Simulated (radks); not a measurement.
**Ta⁴⁺ in [Xe] 4f14 5d1: an all-electron calculation**

What are the levels of the tantalum ion Ta4+, how large are its shells, and how does its energy divide?

The numbers are computed with radks (a radial shooting solver on a logarithmic mesh, Libxc functionals) version 1 (Dirac Kohn-Sham, revPBE, spin-unpolarised, spherical densities, point nucleus; open shells fill j = l - 1/2 first), except any that are marked as measured or tabulated.

**1. The system**

```
element       : tantalum (Z = 73)
charge        : +4
electrons     : 69
configuration : [Xe] 4f14 5d1
```

**2. The run**

The run's settings:

```text
Z 73
configuration [Xe] 4f14 5d1 6s0 6p0 5f0 6d0
relativity Dirac
functional pbe_r,pbe
spin unpolarised
j_filling energy
nucleus point
c 137.035999084
```

What does the calculation give?

As calculated:

```
                        quantity                   value
                    total energy     -15623.2602 hartree
exchange-correlation share of it                  2.03 %
                            −T/E                  1.1229
          highest occupied level       5d3/2, -41.490 eV
    most extended occupied level  5d3/2, <r> = 1.71 bohr
 radius at density 0.001 e/bohr³               3.06 bohr
    maxima of the radial density                       4
         ionisation energy, NIST    48.27 (semi-emp.) eV
```

What this shows: The radial density shows 4 maxima for 5 occupied principal shells; where shells overlap, one shows as a shoulder or not at all. Relativity lifts −T/E to 1.123. Minus the highest eigenvalue, 41.490 eV, is 86 % of the tabulated ionisation energy (48.27 eV); the potential of a semilocal functional falls off too fast, so its top eigenvalue is too shallow. Spin polarisation and multiplet splitting are left out.
